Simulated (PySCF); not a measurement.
# GaH3 (SMILES [H][Ga]([H])[H]): SVWN5/LANL2DZ (core potential)

What is the energy change on altering one bond length of GaH3 at SVWN5/LANL2DZ (core potential)? Input form: a Python script.

Program for the calculation: PySCF 2.14.0.

9 further runs of the same task are left out: 9 set aside as unsound or not needed.

## Step 1: The molecule

GaH3: 4 atoms, total charge 0, spin state singlet. SMILES: `[H][Ga]([H])[H]`. The shape comes from GFN2-xTB, which is rough for such elements, and wasn't checked as a minimum.

Bond lengths: Ga1–H2 1.567 Å, Ga1–H3 1.567 Å, Ga1–H4 1.566 Å. Angles: H2–Ga1–H3 120.0°, H2–Ga1–H4 120.0°, H3–Ga1–H4 120.0°.

## Step 2: The energy at SVWN5/LANL2DZ (core potential)

input.py reads:

```python
from pyscf import gto, dft

mol = gto.M(
    atom='''
Ga    -0.000160     0.000060     0.001280
H      1.566090    -0.029140     0.013370
H     -0.757820     1.371010    -0.018620
H     -0.808110    -1.341930     0.003970
''',
    basis='lanl2dz',
    verbose=4,
    ecp={'Ga': 'lanl2dz'},
    max_memory=1860,
)

ks = dft.RKS(mol)
ks.xc = 'svwn'
ks.conv_tol = 1e-10
ks.grids.level = 5
ks.kernel()
if not ks.converged:
    ks = ks.newton().run(ks.mo_coeff, ks.mo_occ)

etot = ks.e_tot
print('E = %.10f Eh' % etot)
```

The run is started by

```
$ OMP_NUM_THREADS=1 python input.py
```

What it wrote:

```text
PySCF version 2.14.0

[INPUT] num. atoms = 4
[INPUT] num. electrons = 6
[INPUT] charge = 0
[INPUT] spin (= nelec alpha-beta = 2S) = 0
[INPUT] symmetry False subgroup None
[INPUT] Mole.unit = angstrom
[INPUT] Symbol           X                Y                Z      unit          X                Y                Z       unit  Magmom
[INPUT]  1 Ga    -0.000160000000   0.000060000000   0.001280000000 AA   -0.000302356180   0.000113383567   0.002418849439 Bohr   0.0
[INPUT]  2 H      1.566090000000  -0.029140000000   0.013370000000 AA    2.959481186420  -0.055066619270   0.025265638285 Bohr   0.0
[INPUT]  3 H     -0.757820000000   1.371010000000  -0.018620000000 AA   -1.432072251718   2.590833414040  -0.035186700439 Bohr   0.0
[INPUT]  4 H     -0.808110000000  -1.341930000000   0.003970000000 AA   -1.527106578522  -2.535880178338   0.007502212715 Bohr   0.0

nuclear repulsion = 3.62536804124146
number of shells = 10
number of NR pGTOs = 24
number of NR cGTOs = 14
basis = lanl2dz
ecp = {'Ga': 'lanl2dz'}

******** <class 'pyscf.dft.rks.RKS'> ********
method = RKS
initial guess = minao
damping factor = 0
level_shift factor = 0
DIIS = <class 'pyscf.scf.diis.CDIIS'>
diis_start_cycle = 1
diis_space = 8
diis_damp = 0
SCF conv_tol = 1e-10
SCF conv_tol_grad = None
SCF max_cycles = 50
direct_scf = True
direct_scf_tol = 1e-13
XC library pyscf.dft.libxc version 7.0.0
    S. Lehtola, C. Steigemann, M. J.T. Oliveira, and M. A.L. Marques.,  SoftwareX 7, 1–5 (2018)
XC functionals = svwn
    P. A. M. Dirac.,  Math. Proc. Cambridge Philos. Soc. 26, 376 (1930)
    F. Bloch.,  Z. Phys. 57, 545 (1929)
    S. H. Vosko, L. Wilk, and M. Nusair.,  Can. J. Phys. 58, 1200 (1980)
radial grids:
    Treutler-Ahlrichs [JCP 102, 346 (1995); DOI:10.1063/1.469408] (M4) radial grids

becke partition: Becke, JCP 88, 2547 (1988); DOI:10.1063/1.454033
pruning grids: <function nwchem_prune>
grids dens level: 5
symmetrized grids: False
atomic radii adjust function: <function treutler_atomic_radii_adjust>
small_rho_cutoff = 0
Set gradient conv threshold to 1e-05
Initial guess from minao.
tot grids = 115896
init E= 6.40249346688436
  HOMO = -0.227187135760016  LUMO = -0.0144412851137932  gap/eV = 5.78911
cycle= 1 E= -3.69876678493498  delta_E= -10.1  |g|= 0.282  |ddm|= 2.18
  HOMO = -0.282538940730441  LUMO = -0.134368274616278  gap/eV = 4.03193
cycle= 2 E= -3.73441118768338  delta_E= -0.0356  |g|= 0.169  |ddm|= 0.946
  HOMO = -0.275265599755324  LUMO = -0.101923407653963  gap/eV = 4.71688
cycle= 3 E= -3.75103120372825  delta_E= -0.0166  |g|= 0.00388  |ddm|= 0.335
  HOMO = -0.272511052400407  LUMO = -0.100452466757498  gap/eV = 4.68195
cycle= 4 E= -3.75104045965654  delta_E= -9.26e-06  |g|= 0.000481  |ddm|= 0.00852
  HOMO = -0.272892946028408  LUMO = -0.100734404338282  gap/eV = 4.68467
cycle= 5 E= -3.75104057961712  delta_E= -1.2e-07  |g|= 9.73e-06  |ddm|= 0.000798
  HOMO = -0.272892554860372  LUMO = -0.100734164560181  gap/eV = 4.68467
cycle= 6 E= -3.7510405796595  delta_E= -4.24e-11  |g|= 5.58e-06  |ddm|= 2.91e-05
  HOMO = -0.272894381817957  LUMO = -0.100734188952797  gap/eV = 4.68472
Extra cycle  E= -3.75104057966397  delta_E= -4.47e-12  |g|= 4.89e-06  |ddm|= 2.09e-05
converged SCF energy = -3.75104057966397
E = -3.7510405797 Eh
```

It took 1.2 s on 1 thread of Arm Neoverse V1, shared host; peak memory 0.13 GiB.

## Step 3: The distorted shape at the same level

job.py reads:

```python
from pyscf import gto, dft

system = gto.Mole()
system.atom = 'Ga 1.454137 2.415620 -0.003562; H 3.020387 2.386420 0.008528; H 0.696477 3.786570 -0.023462; H -0.808110 -1.341930 0.003970'
system.spin = 0
system.charge = 0
system.verbose = 4
system.basis = 'lanl2dz'
system.ecp = {'Ga': 'lanl2dz'}
system.max_memory = 1860
system.build()

mf = dft.RKS(system)
mf.xc = 'svwn'
mf.grids.level = 5
mf.conv_tol = 1e-10
mf.kernel()
if not mf.converged:
    mf = mf.newton().run(mf.mo_coeff, mf.mo_occ)

e_tot = mf.e_tot
print('E(%s) = %.9f' % ('SVWN5', e_tot))
```

The run is started by

```
$ OMP_NUM_THREADS=1 python job.py
```

What it wrote:

```text
PySCF version 2.14.0

[INPUT] num. atoms = 4
[INPUT] num. electrons = 6
[INPUT] charge = 0
[INPUT] spin (= nelec alpha-beta = 2S) = 0
[INPUT] symmetry False subgroup None
[INPUT] Mole.unit = angstrom
[INPUT] Symbol           X                Y                Z      unit          X                Y                Z       unit  Magmom
[INPUT]  1 Ga     1.454137000000   2.415620000000  -0.003562000000 AA    2.747920677597   4.564860221022  -0.006731204456 Bohr   0.0
[INPUT]  2 H      3.020387000000   2.386420000000   0.008528000000 AA    5.707704220197   4.509680218185   0.016115584390 Bohr   0.0
[INPUT]  3 H      0.696477000000   3.786570000000  -0.023462000000 AA    1.316150782059   7.155580251494  -0.044336754335 Bohr   0.0
[INPUT]  4 H     -0.808110000000  -1.341930000000   0.003970000000 AA   -1.527106578522  -2.535880178338   0.007502212715 Bohr   0.0

nuclear repulsion = 2.78181943762891
number of shells = 10
number of NR pGTOs = 24
number of NR cGTOs = 14
basis = lanl2dz
ecp = {'Ga': 'lanl2dz'}

******** <class 'pyscf.dft.rks.RKS'> ********
method = RKS
initial guess = minao
damping factor = 0
level_shift factor = 0
DIIS = <class 'pyscf.scf.diis.CDIIS'>
diis_start_cycle = 1
diis_space = 8
diis_damp = 0
SCF conv_tol = 1e-10
SCF conv_tol_grad = None
SCF max_cycles = 50
direct_scf = True
direct_scf_tol = 1e-13
XC library pyscf.dft.libxc version 7.0.0
    S. Lehtola, C. Steigemann, M. J.T. Oliveira, and M. A.L. Marques.,  SoftwareX 7, 1–5 (2018)
XC functionals = svwn
    P. A. M. Dirac.,  Math. Proc. Cambridge Philos. Soc. 26, 376 (1930)
    F. Bloch.,  Z. Phys. 57, 545 (1929)
    S. H. Vosko, L. Wilk, and M. Nusair.,  Can. J. Phys. 58, 1200 (1980)
radial grids:
    Treutler-Ahlrichs [JCP 102, 346 (1995); DOI:10.1063/1.469408] (M4) radial grids

becke partition: Becke, JCP 88, 2547 (1988); DOI:10.1063/1.454033
pruning grids: <function nwchem_prune>
grids dens level: 5
symmetrized grids: False
atomic radii adjust function: <function treutler_atomic_radii_adjust>
small_rho_cutoff = 0
Set gradient conv threshold to 1e-05
[... 1 set-up line as earlier in the session ...]
tot grids = 115896
init E= 6.42559334354707
  HOMO = -0.184034372803872  LUMO = -0.0480278177769705  gap/eV = 3.70093
cycle= 1 E= -3.31281724611867  delta_E= -9.74  |g|= 0.394  |ddm|= 2.28
  HOMO = -0.308645006978845  LUMO = -0.264212919372895  gap/eV = 1.20906
cycle= 2 E= -3.16389655418388  delta_E= 0.149  |g|= 0.377  |ddm|= 2.34
  HOMO = -0.125848096405347  LUMO = -0.103254494508431  gap/eV = 0.61480
cycle= 3 E= -3.58164510626964  delta_E= -0.418  |g|= 0.0722  |ddm|= 1.78
  HOMO = -0.172228797726495  LUMO = -0.153316919030198  gap/eV = 0.51462
cycle= 4 E= -3.58053568646078  delta_E= 0.00111  |g|= 0.0749  |ddm|= 0.187
  HOMO = -0.171332491484558  LUMO = -0.153123252663126  gap/eV = 0.49550
cycle= 5 E= -3.57239123793147  delta_E= 0.00814  |g|= 0.125  |ddm|= 0.362
  HOMO = -0.177500460266004  LUMO = -0.159444836827346  gap/eV = 0.49132
cycle= 6 E= -3.58359747348155  delta_E= -0.0112  |g|= 0.0483  |ddm|= 0.304
  HOMO = -0.177357656771256  LUMO = -0.159463011131108  gap/eV = 0.48694
cycle= 7 E= -3.584966488748  delta_E= -0.00137  |g|= 0.0262  |ddm|= 0.04
  HOMO = -0.177295879655401  LUMO = -0.159382799215643  gap/eV = 0.48744
cycle= 8 E= -3.58486064582372  delta_E= 0.000106  |g|= 0.0285  |ddm|= 0.00438
  HOMO = -0.177195642863701  LUMO = -0.159324720040906  gap/eV = 0.48629
cycle= 9 E= -3.58517153375691  delta_E= -0.000311  |g|= 0.0208  |ddm|= 0.0136
  HOMO = -0.177062256192017  LUMO = -0.159261182262825  gap/eV = 0.48439
cycle= 10 E= -3.585492817197  delta_E= -0.000321  |g|= 0.00657  |ddm|= 0.0253
  HOMO = -0.177033901809517  LUMO = -0.159249481035257  gap/eV = 0.48394
cycle= 11 E= -3.5855217013711  delta_E= -2.89e-05  |g|= 0.00281  |ddm|= 0.00664
  HOMO = -0.177011936372175  LUMO = -0.159238994989383  gap/eV = 0.48363
cycle= 12 E= -3.58552816345439  delta_E= -6.46e-06  |g|= 9.45e-05  |ddm|= 0.00479
  HOMO = -0.177010881843627  LUMO = -0.159238308769528  gap/eV = 0.48362
cycle= 13 E= -3.58552817076243  delta_E= -7.31e-09  |g|= 1.97e-06  |ddm|= 0.000163
  HOMO = -0.177010862744377  LUMO = -0.159238294703692  gap/eV = 0.48362
cycle= 14 E= -3.58552817076532  delta_E= -2.88e-12  |g|= 6.37e-07  |ddm|= 2.56e-06
  HOMO = -0.177010706379252  LUMO = -0.159238215924767  gap/eV = 0.48361
Extra cycle  E= -3.58552817048589  delta_E= 2.79e-10  |g|= 1.85e-05  |ddm|= 3.37e-05
converged SCF energy = -3.58552817048589
E(SVWN5) = -3.585528170
```

It took 1.6 s on 1 thread of Arm Neoverse V1, shared host; peak memory 0.13 GiB.

## Step 4: What came out

Level: SVWN5/LANL2DZ (core potential).

| quantity | value |
| --- | --- |
| first shape: total energy | -3.75104 Eh |
| first shape: dipole moment | 0.01 D |
| first shape: HOMO energy | -7.43 eV |
| first shape: LUMO energy | -2.74 eV |
| first shape: HOMO–LUMO gap | 4.68 eV |
| distorted shape: total energy | -3.58553 Eh |
| distorted shape: dipole moment | 2.28 D |
| distorted shape: HOMO energy | -4.82 eV |
| distorted shape: LUMO energy | -4.33 eV |
| distorted shape: HOMO–LUMO gap | 0.48 eV |
| energy change with the Ga1–H4 bond stretched from 1.566 to 4.386 Å | 4.504 eV |

One bond (distorted shape) is far stretched, which a spin-restricted single reference describes badly; a broken-symmetry solution may lie lower. With the Ga1–H4 bond stretched from 1.566 to 4.386 Å the energy rises by 4.50 eV (104 kcal/mol). The first shape isn't relaxed at this level, so the change isn't measured from a minimum. A restricted reference can't describe the breaking bond well at this length.
